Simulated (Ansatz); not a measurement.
# Zr (hcp type): how the settings move a single-point run

Aim: see which settings change the result for Zr (hcp type), by how much, and at what cost.

Computed with Ansatz 0.2.0 (reference: DFT, PBE, PAW with Ansatz's default frozen-core files, scalar-relativistic, unless a step's input says otherwise).

## Step 1: The system as given

The structure is hexagonal, space group P6_3/mmc (No. 194). Conventional cell: a = 3.231 Å, b = 3.231 Å, c = 5.175 Å, α = 90.00°, β = 90.00°, γ = 120.00°. Zr (site symmetry -6m2) is surrounded by 12 Zr at 3.19 to 3.23 Å.

Structure file:

```cif
data_structure
_symmetry_space_group_name_H-M 'P6_3/mmc'
_symmetry_Int_Tables_number 194
_cell_length_a 3.2311
_cell_length_b 3.2311
_cell_length_c 5.1751
_cell_angle_alpha 90.000
_cell_angle_beta 90.000
_cell_angle_gamma 120.000
_cell_volume 46.79
loop_
_atom_site_label
_atom_site_type_symbol
_atom_site_symmetry_multiplicity
_atom_site_Wyckoff_symbol
_atom_site_fract_x
_atom_site_fract_y
_atom_site_fract_z
_atom_site_occupancy
Zr1 Zr 2 d 0.33333 0.66667 0.75000 1
```

## Step 2: The reference run

File input.yaml:

```yaml
crystal:
  lattice:
    - [-1.6155496479, 2.7982140722, 0.0]
    - [0.0, 0.0, 5.1751358139]
    - [4.8466489435, 2.7982140722, 0.0]
  atoms:
    - { symbol: Zr, position: [0.5, 0.25, 0.166666667] }
    - { symbol: Zr, position: [0.0, 0.25, 0.666666667] }
    - { symbol: Zr, position: [0.0, 0.75, 0.333333333] }
    - { symbol: Zr, position: [0.5, 0.75, 0.833333333] }
kpoints:
  mp_grid: { grid: [13, 8, 8] }
scf:
  occupations: { method: fermi_dirac, width: 0.08 }
hamiltonian:
  xc: pbe
  pseudopotentials: { kind: paw }
output:
  forces: true
  stress: true
  eigenvalues: true
```

Started as:

```sh
$ ansatz run input.yaml --threads 2 --pin off --max-ram 4096MiB --backend cpu --events-out ev --progress --plain --runs-dir out
```

## Step 3: Changed: mp_grid.grid [9, 5, 5], mixing.algorithm anderson, mixing.beta 0.3, ecutwfc 25.7 Ry

input.yaml: that of step 2 with these lines changed.

```diff
@@ -11,5 +11,6 @@
 kpoints:
-  mp_grid: { grid: [13, 8, 8] }
+  mp_grid: { grid: [9, 5, 5] }
 scf:
   occupations: { method: fermi_dirac, width: 0.08 }
+  mixing: { algorithm: anderson, beta: 0.3 }
 hamiltonian:
@@ -21 +22,3 @@
   eigenvalues: true
+basis:
+  ecutwfc: "25.7 Ry"
```

**Question.** What will these runs give? Wanted: for each run, ending; energy change; pressure; gap; force.

The runs gave:

| run | ending | energy change | pressure (GPa) | gap (eV) | force (eV/Å) | cycles | time |
| --- | --- | --- | --- | --- | --- | --- | --- |
| reference | converged | 0 | 0.0 | 0.00 | 0.00 | 6 | 8.4 s |
| 1: mp_grid.grid [9, 5, 5], mixing.algorithm anderson, mixing.beta 0.3, ecutwfc 25.7 Ry | converged | +0.3 meV/atom | 0.0 | 0.00 | 0.00 | 6 | 1.8 s |

Residual by cycle in the longest SCF loop of each run; runs are numbered as in the table. The quantity is the density residual dr2, in eV.

| cycle | reference | run 1 |
| --- | --- | --- |
| 1 | 0.00319 | 0.00344 |
| 2 | 0.00118 | 0.00203 |
| 3 | 3.4e-5 | 9.8e-5 |
| 4 | 1.8e-6 | 4.2e-5 |
| 5 | 9.9e-8 | 8.3e-7 |
| 6 | 1.5e-9 | 8.7e-8 |

**Reading.** Changing the k-point mesh, mixing and cutoff hardly moves the energy: +0.3 meV/atom. Cost: 1.8 s against 8.4 s. Run 1 ran under the cutoff that the potentials recommend, as the log warns, so basis error is mixed into its values.
